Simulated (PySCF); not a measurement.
# C5H8OS2: the cost of one run

Computed with PySCF 2.14.0 and routines of our own; the level stands in each step. Atoms count from 0.

## 1. The starting structure

16 atoms, charge 0, multiplicity 1; geometry from: GFN2-xTB.

## 2. Relaxing the molecule at PBE0-D3(BJ)/def2-SVP

What the job is given:

```
{"job": {"xc": "PBE0", "basis": "def2-SVP", "d3": "d3bj", "grid": 1, "kind": "geom"}, "charge": 0, "multiplicity": 1}
C      2.718392     0.361532     0.553242
S      1.858318    -0.052180    -1.030530
O      2.059663    -1.482713    -1.247661
C      0.203704     0.076068    -0.299573
C     -0.662520    -0.921885    -0.194653
C     -1.972181    -0.581371     0.448202
C     -2.081360     0.945456     0.483559
S     -0.391999     1.633265     0.265169
H      2.452414     1.376344     0.825662
H      3.785487     0.281869     0.373833
H      2.415033    -0.342387     1.320059
H     -0.430441    -1.924696    -0.507804
H     -2.807185    -1.013837    -0.105248
H     -1.993530    -0.998489     1.460392
H     -2.478706     1.324947     1.421963
H     -2.682686     1.327021    -0.341830
```

On the command line:

```bash
OMP_NUM_THREADS=1 python excited_run.py task.json out
```

The driver reads the jobs from task.json and runs them one after another.

**Question.** How long does this first job take on 1 thread of Arm Neoverse V1, shared host, and how much memory does it need?

About 94 s, with a peak of 0.77 GiB.
